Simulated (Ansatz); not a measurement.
# Zn2CdTe3: the cost of one run

Method: DFT PBE, scalar-relativistic, plane waves, PAW, in Ansatz 0.2.0.

1 further run of the same task is left out (set aside as unsound or not needed). Runs told in other sessions of the task aren't counted.

## (1) The structure to begin with

The structure is trigonal, space group P3m1 (No. 156). The conventional cell has a = 4.458 Å, b = 4.458 Å, c = 22.112 Å, α = 90.00°, β = 90.00°, γ = 120.00°. Around Zn (site symmetry 3m) lie 4 Te at 2.68 to 2.71 Å. Zn (site symmetry 3m) has 4 Te at 2.69 to 2.71 Å in its first shell of neighbours. Cd (site symmetry 3m) has 4 Te at 2.81 to 2.85 Å in its first shell of neighbours. Around Te (site symmetry 3m) lie 4 Zn at 2.68 to 2.71 Å. Around Te (site symmetry 3m) lie 3 Zn at 2.71 Å and 1 Cd at 2.85 Å. Only part of the 12 independent sites is listed.

As a file:

```cif
data_structure
_symmetry_space_group_name_H-M 'P3m1'
_symmetry_Int_Tables_number 156
_cell_length_a 4.4579
_cell_length_b 4.4579
_cell_length_c 22.1123
_cell_angle_alpha 90.000
_cell_angle_beta 90.000
_cell_angle_gamma 120.000
_cell_volume 380.56
loop_
_atom_site_label
_atom_site_type_symbol
_atom_site_symmetry_multiplicity
_atom_site_Wyckoff_symbol
_atom_site_fract_x
_atom_site_fract_y
_atom_site_fract_z
_atom_site_occupancy
Zn1 Zn 1 b 0.33333 0.66667 0.00173 1
Zn2 Zn 1 c 0.66667 0.33333 0.16175 1
Zn3 Zn 1 c 0.66667 0.33333 0.50134 1
Zn4 Zn 1 c 0.66667 0.33333 0.84131 1
Cd1 Cd 1 b 0.33333 0.66667 0.33388 1
Cd2 Cd 1 b 0.33333 0.66667 0.67351 1
Te1 Te 1 b 0.33333 0.66667 0.12312 1
Te2 Te 1 b 0.33333 0.66667 0.46286 1
Te3 Te 1 b 0.33333 0.66667 0.80248 1
Te4 Te 1 c 0.66667 0.33333 0.28279 1
Te5 Te 1 c 0.66667 0.33333 0.62245 1
Te6 Te 1 c 0.66667 0.33333 0.96277 1
```

The cell was relaxed beforehand at this level, from a generated guess; it needn't be the stable form of this composition. At a tolerance of 0.02 Å it has space group P3m1 (No. 156); it has 31.71 Å³/atom, an uncorrected energy of -0.44 eV/atom over the elements.

## (2) Electronic structure at the relaxed geometry

input.yaml reads:

```yaml
crystal:
  lattice:
    - [4.4579052784, 2.89e-08, 0.0]
    - [-2.2289526642, 3.8606592043, 0.0]
    - [0.0, 0.0, 22.1122999]
  atoms:
    - { symbol: Zn, position: [0.3333333333, 0.6666666667, 0.001729] }
    - { symbol: Zn, position: [0.6666666667, 0.3333333333, 0.161749] }
    - { symbol: Zn, position: [0.6666666667, 0.3333333333, 0.501343] }
    - { symbol: Zn, position: [0.6666666667, 0.3333333333, 0.841308] }
    - { symbol: Cd, position: [0.3333333333, 0.6666666667, 0.333881] }
    - { symbol: Cd, position: [0.3333333333, 0.6666666667, 0.673512] }
    - { symbol: Te, position: [0.3333333333, 0.6666666667, 0.123122] }
    - { symbol: Te, position: [0.3333333333, 0.6666666667, 0.462864] }
    - { symbol: Te, position: [0.3333333333, 0.6666666667, 0.802478] }
    - { symbol: Te, position: [0.6666666667, 0.3333333333, 0.282786] }
    - { symbol: Te, position: [0.6666666667, 0.3333333333, 0.622452] }
    - { symbol: Te, position: [0.6666666667, 0.3333333333, 0.962775] }
basis:
  ecutwfc: 420
kpoints:
  mp_grid: { grid: [6, 6, 2] }
  band_path:
    path:
      - [[0.0, 0.0, 0.0], [0.5, 0.0, 0.0], [0.33333333, 0.33333333, 0.0], [0.0, 0.0, 0.0], [0.0, 0.0, 0.5], [0.5, 0.0, 0.5], [0.33333333, 0.33333333, 0.5], [0.0, 0.0, 0.5]]
      - [[0.5, 0.0, 0.5], [0.5, 0.0, 0.0]]
      - [[0.33333333, 0.33333333, 0.5], [0.33333333, 0.33333333, 0.0]]
    npoints: 10
hamiltonian:
  xc: pbe
scf:
  occupations: { method: gaussian, width: 0.02 }
  n_extra_bands: 30
output:
  forces: true
  stress: true
  eigenvalues: true
  populations: true
  dos: { projected: true, de: 0.02, nscf_kmesh: { grid: [9, 9, 3] } }
  bader: false
  write_density: true
  write_potential: true
  elf: true
  volumetric_format: npy
```

Launch:

```console
$ ansatz run input.yaml --threads 4 --pin off --max-ram 8192MiB --backend cpu --events-out ev --progress --plain --runs-dir out
```

Q: Estimate wall time and peak memory on 4 threads of AMD EPYC 7R43 (Zen 3), shared host.

About 2.7 min, with a peak of 2.9 GiB.
